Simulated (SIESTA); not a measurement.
**NiMoIrPdW under changes of volume**

One of the cells (14.900 Å³/atom); the others are scaled copies at fixed shape and fractional positions:

```xyz
5
Lattice="2.7844 0.0000 0.0000 -1.3922 2.4114 0.0000 0.0000 0.0000 11.0958" Properties=species:S:1:pos:R:3 pbc="T T T"
Ni    0.0000    1.6076    6.6254
Mo    0.0000    0.0000    4.5575
Pd    1.3922    0.8038    8.8234
Ir    1.3922    0.8038    2.2148
W     0.0000    1.6076   11.0663
```

The cell was built by a generator and needn't be a form met in nature.

- Program: SIESTA 5.4.2
- Functional: PBE
- Potentials or basis: PseudoDojo 0.4 standard (PBE files)
- Basis: DZP (energy shift 0.003 Ry; two zetas on semicore shells)
- Grid cutoff: 800 Ry
- Energy shift: 0.003 Ry
- k mesh: 11 × 11 × 3
- Occupations: fermi-dirac, width 0.05 eV
- Spin: collinear spin, ferromagnetic start
- Starting moments: [1.0, 1.0, 0.0, 0.6, 0.0] μB

| volume (Å³/atom) | energy over the lowest point (meV/atom) | pressure (GPa) | largest force (eV/Å) |
| --- | --- | --- | --- |
| 13.731 | 62.44 | 22.1 | 0.740 |
| 14.024 | ? | ? | ? |
| 14.316 | 8.38 | 8.2 | 0.485 |
| 14.900 | 0.00 | -2.9 | 0.258 |
| 15.192 | 9.60 | -7.5 | 0.332 |
| 15.484 | 27.32 | -11.7 | 0.400 |

**Question.** What does the run at 14.024 Å³/atom give?

**Answer.** Energy over the lowest point 29.14 meV/atom; pressure 14.8 GPa; largest force 0.597 eV/Å.

Worked out: A Birch-Murnaghan fit of order 3 (a polynomial in V^(-2/3)) to the other rows has its minimum at 14.73 Å³/atom with B0 = V·E''(V) = 265 GPa and B' = 5.0 at fixed shape and positions, which overstates the stiffness. It gives 28.97 meV/atom at 14.024 Å³/atom, against the run's 29.14, and -dE/dV = 14.6 GPa, against 14.8.

Energies are extrapolated to zero smearing.

Caveats: short orbitals over semicore shells can move pressures by several GPa; the basis of atomic orbitals isn't converged, which shifts pressures, moduli and gaps.
